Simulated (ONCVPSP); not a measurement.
# Pseudopotential generation for Gd: ONCV, LDA (Perdew-Wang 92)

Aim: build the potential from the settings below, then test how well it stands in for the atom: other configurations, scattering, ghost states and the plane-wave cutoff that it needs.

The numbers are computed with ONCVPSP 4.0.1 (LDA (Perdew-Wang 92), scalar-relativistic, spin-unpolarised reference atom).

## Step 1: Settings

Typed settings, in words:

| Item | Value |
| --- | --- |
| element | gadolinium (Gd, Z = 64) |
| type | optimised norm-conserving Vanderbilt (ONCV) |
| frozen core | [Kr] 4d10 |
| valence charge | 18 |
| reference configuration | 4f7 5s2 5p6 5d2 6s1 |
| partial waves | 5s+6s: rc 2.30 bohr, ncon 4, nbas 7, qcut 4.3 1/bohr, 3 projectors, debl 2.3 Ha; 5p: rc 2.20 bohr, ncon 4, nbas 7, qcut 6.4 1/bohr, 3 projectors, debl 3.2 Ha; 5d: rc 2.50 bohr, ncon 3, nbas 7, qcut 4.1 1/bohr, 2 projectors, debl 3.9 Ha; 4f: rc 1.15 bohr, ncon 3, nbas 8, qcut 12.3 1/bohr, 1 projector |
| local potential | polynomial inside 0.95 bohr (lpopt 5, dvloc0 1 Ha) |
| core correction | polynomial model core, fcfact 0.35 |

An earlier all-electron run gives the scale for the radii.

All-electron outer shells of the reference configuration (LDA (PZ), scalar-relativistic, ld1.x):

```
shell  level (eV)  outermost node (bohr)  outermost maximum (bohr)
   4d     -146.16                   0.27                      0.56
   5s      -48.43                   0.65                      1.20
   5p      -26.02                   0.70                      1.35
   4f       -7.49                      –                      0.56
   6s       -3.85                   1.61                      3.42
   5d       -1.90                   0.79                      2.05
   6p       -1.21                   1.94                      4.79
```

## Step 2: Generation

Input file Gd.dat:

```
# ATOM AND REFERENCE CONFIGURATION
# atsym  z   nc   nv     iexc    psfile
  Gd 64.00    9    5  -001012      upf
#
#   n    l    f
    1    0    2.00
    2    0    2.00
    2    1    6.00
    3    0    2.00
    3    1    6.00
    3    2   10.00
    4    0    2.00
    4    1    6.00
    4    2   10.00
    4    3    7.00
    5    0    2.00
    5    1    6.00
    5    2    2.00
    6    0    1.00
#
# PSEUDOPOTENTIAL AND OPTIMIZATION
# lmax
    3
#
#   l,   rc,      ep,       ncon, nbas, qcut
    0    2.30    0.00    4    7    4.30
    1    2.20    0.00    4    7    6.40
    2    2.50    0.00    3    7    4.10
    3    1.15    0.00    3    8   12.30
#
# LOCAL POTENTIAL
# lloc, lpopt,  rc(5),   dvloc0
    4    5    0.95    1.00
#
# VANDERBILT-KLEINMAN-BYLANDER PROJECTORs
# l, nproj, debl
    0    3    2.30
    1    3    3.20
    2    2    3.90
    3    1    2.60
#
# MODEL CORE CHARGE
# icmod, fcfact, rcfact
    1    0.35    0.00
#
# LOG DERIVATIVE ANALYSIS
# epsh1, epsh2, depsh
   -3.00    5.00    0.02
#
# OUTPUT GRID
# rlmax, drl
    6.00    0.01
#
# TEST CONFIGURATIONS
# ncnf
    4
# nvcnf
#   n    l    f
    5
    4    3    7.00
    5    0    2.00
    5    1    6.00
    5    2    1.00
    6    0    2.00
#
    5
    4    3    7.00
    5    0    2.00
    5    1    6.00
    5    2    1.00
    6    0    1.00
#
    5
    4    3    7.00
    5    0    2.00
    5    1    6.00
    5    2    1.00
    6    0    0.00
#
    6
    4    3    7.00
    5    0    2.00
    5    1    6.00
    5    2    0.00
    6    0    2.00
    6    1    1.00
#
```

Started as:

```sh
$ oncvpsp.x < Gd.dat > Gd.out
```

Q: Predict the outcome of this session. Wanted: cutoffs for 1 and 0.1 mHa per electron, occupied waves; bound ghosts; GHOST(+) flags; largest miss of a reference level; largest test error; largest phase difference near zero energy, channels read; rms error of d²Exc/dn², without and with the model core.

**Answer**, as computed:

| quantity | value |
| --- | --- |
| cutoffs for 1 and 0.1 mHa per electron, occupied waves | 75 Ha and 229 Ha |
| bound ghosts | s at -46.67 eV, d at -4198.71 eV |
| GHOST(+) flags | p at 198 eV |
| largest miss of a reference level | 11 meV (4f) |
| largest test error (AE − PS) | -3.0 meV, for 4f7 5s2 5p6 5d1 6s0 |
| largest phase difference near zero energy, channels read | 0.006 rad |
| rms error of d²Exc/dn², without and with the model core | 6.82 and 2.28 mHa |

What this shows: A bound ghost (s, d) makes it unfit for use: electrons can fall into a state that the atom doesn't have. The worst unpolarised test, 4f7 5s2 5p6 5d1 6s0, is off by 3.0 meV on 17.4 eV; by total energies transferability rates as very good. Atomic tests can pass in spite of a ghost, since they solve only for the levels asked. The potential is very hard: the looser tolerance needs 75 Ha. The tighter tolerance needs 229 Ha, and converged work needs a cutoff nearer that. At the looser tolerance the 4f wave is the slowest; 5p needs 10 Ha. Near zero energy the phases of the channels with partial waves agree within 0.006 rad. The program also flags highly localised states, GHOST(+) (p).
